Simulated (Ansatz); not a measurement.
**AlH5O (Al(H2O)H3) at CCSDT/STO-3G**

What is the electronic atomisation energy of AlH5O (Al(H2O)H3) at CCSDT/STO-3G? 

The calculation is run with Ansatz 0.2.0.

53 further runs of the same task are left out: 1 that didn't finish, 52 set aside as unsound or not needed.

### Step 1. The system as given

AlH5O has 7 atoms, charge 0, and is taken as a singlet. SMILES: `[H][Al]([H])([H])<-[OH2]`. Geometry: a GFN2-xTB relaxation, a rough one for these elements and not checked as a minimum.

Bond lengths: Al1–O2 1.891 Å, O2–H3 0.965 Å, O2–H4 0.964 Å, Al1–H5 1.572 Å, Al1–H6 1.570 Å, Al1–H7 1.574 Å. Angles: Al1–O2–H3 124.8°, Al1–O2–H4 123.3°, O2–Al1–H5 95.5°, O2–Al1–H6 100.8°, O2–Al1–H7 95.1°, H3–O2–H4 111.4°, H5–Al1–H6 117.6°, H5–Al1–H7 120.1°, H6–Al1–H7 117.8°.

### Step 2. A single-point energy at CCSDT/STO-3G

Input file molecule.yaml:

```yaml
crystal:
  periodic: [false, false, false]
  atoms:
    - symbol: Al
      position_ang: [0.038170, -0.063310, -0.878000]
    - symbol: O
      position_ang: [-0.024940, 0.038110, 1.009060]
    - symbol: H
      position_ang: [-0.734700, -0.319470, 1.555830]
    - symbol: H
      position_ang: [0.587960, 0.568180, 1.531290]
    - symbol: H
      position_ang: [1.607200, -0.040110, -0.978390]
    - symbol: H
      position_ang: [-0.735740, 1.245780, -1.269530]
    - symbol: H
      position_ang: [-0.737950, -1.429180, -0.970260]
basis:
  gaussian:
    orbitals: STO-3G
correlation:
  method: ccsdt
  frozen_orbitals: {Al: 5, H: 0, O: 1}
accuracy: high
scf:
  omitted_lower_state_checks: [cluster_reference, increment]
```

Command:

```
$ ansatz run molecule.yaml --threads 1 --pin off --max-ram 2610MiB --events-out events.jsonl --progress --plain --runs-dir runs
```

Output (excerpt; [...] marks lines left out):

```text
Warning: RAYON_NUM_THREADS=1 ignored (pool sized by the plan → 1); use --threads N
Functional definition: HF
  name "HF"
[...]
336 factors; integrals over basis functions are off by at most 4.7e-9 eV
[...]
mean field -8591.67293309 eV, -315.7381566460 hartree, gradient 8.8e-9 eV, S^2 0.000000; 0 other end points of the search recorded, 0 dependent functions left out
6 core orbitals not correlated: weight in the atoms' cores, before any rotation towards them, 0.999 or more for the frozen orbitals, at most 0.000 for the correlated occupied ones
reference -8591.67293309 eV, -315.7381566460 hartree; 7, 7 occupied and 6, 6 virtual orbitals, 336 factors
second order -2.03186435 eV of doubles, -0.00000000 eV of singles
cycle   1  -2.53296713 eV  change   -5.0e-1 eV  update   5.6e-2
[...]
cycle  20  -2.81271835 eV  change  -5.0e-10 eV  update  1.9e-10
Total energy: -8594.48565144 eV, -315.8415221389 hartree
Checks for a lower state left out: cluster_reference, increment
```

It took 0.22 s on 1 thread of Arm Neoverse V2, shared host.

### Step 3. The Al atom at the same level

Input file in.yaml:

```yaml
basis:
  gaussian:
    orbitals: STO-3G
crystal:
  periodic: [false, false, false]
  atoms:
    - symbol: Al
      position_ang: [0.000000, 0.000000, 0.000000]
magnetization:
  spin_polarized: true
  initial_magnetization: 1
correlation:
  method: ccsdt
  frozen_orbitals: {Al: 5}
accuracy: high
scf:
  omitted_lower_state_checks: [cluster_reference, increment]
```

Run the same way, it converges to -238.88392 Eh (log not shown).

### Step 4. The H atom: the energy at UHF/STO-3G

Input file molecule.yaml:

```yaml
crystal:
  periodic: [false, false, false]
  atoms:
    - {symbol: H, position_ang: [0.000000, 0.000000, 0.000000]}
basis:
  gaussian:
    orbitals: STO-3G
hamiltonian:
  xc: hf
magnetization:
  spin_polarized: true
  initial_magnetization: 1
accuracy: high
```

Run the same way, it converges to -0.46658 Eh (log not shown).

### Step 5. The O atom, same level

Input file molecule.yaml:

```yaml
basis:
  gaussian: {orbitals: STO-3G}
crystal:
  periodic: [false, false, false]
  atoms:
    - {symbol: O, position_ang: [0.000000, 0.000000, 0.000000]}
correlation: {method: ccsdt, frozen_orbitals: {O: 1}}
magnetization: {spin_polarized: true, initial_magnetization: 2}
accuracy: high
scf: {omitted_lower_state_checks: [cluster_reference, increment]}
```

Run the same way, it converges to -73.80415 Eh (log not shown).

### Step 6. Summary of results

Level: CCSDT/STO-3G, 6 core orbitals frozen.

| quantity | value |
| --- | --- |
| molecule: total energy | -315.84152 Eh |
| molecule: correlation energy (6 core orbitals frozen) | -103.4 mEh |
| molecule: T1 diagnostic | 0.006 |
| Al atom: total energy | -238.88392 Eh |
| Al atom: correlation energy (5 core orbitals frozen) | -25.6 mEh |
| Al atom: ⟨S²⟩ of the reference determinant | 0.750 |
| Al atom: T1 diagnostic | 0.000 |
| H atom: total energy | -0.46658 Eh |
| H atom: ⟨S²⟩ | 0.750 |
| O atom: total energy | -73.80415 Eh |
| O atom: correlation energy (1 core orbital frozen) | 0.0 mEh |
| O atom: ⟨S²⟩ of the reference determinant | 2.000 |
| O atom: T1 diagnostic | 0.000 |
| electronic atomisation energy | 22.328 eV |

In words: Taking the molecule apart into free atoms costs 22.33 eV (515 kcal/mol), before zero-point energy and without spin-orbit coupling. In a minimal basis such a difference can be off by several eV, whatever the method.
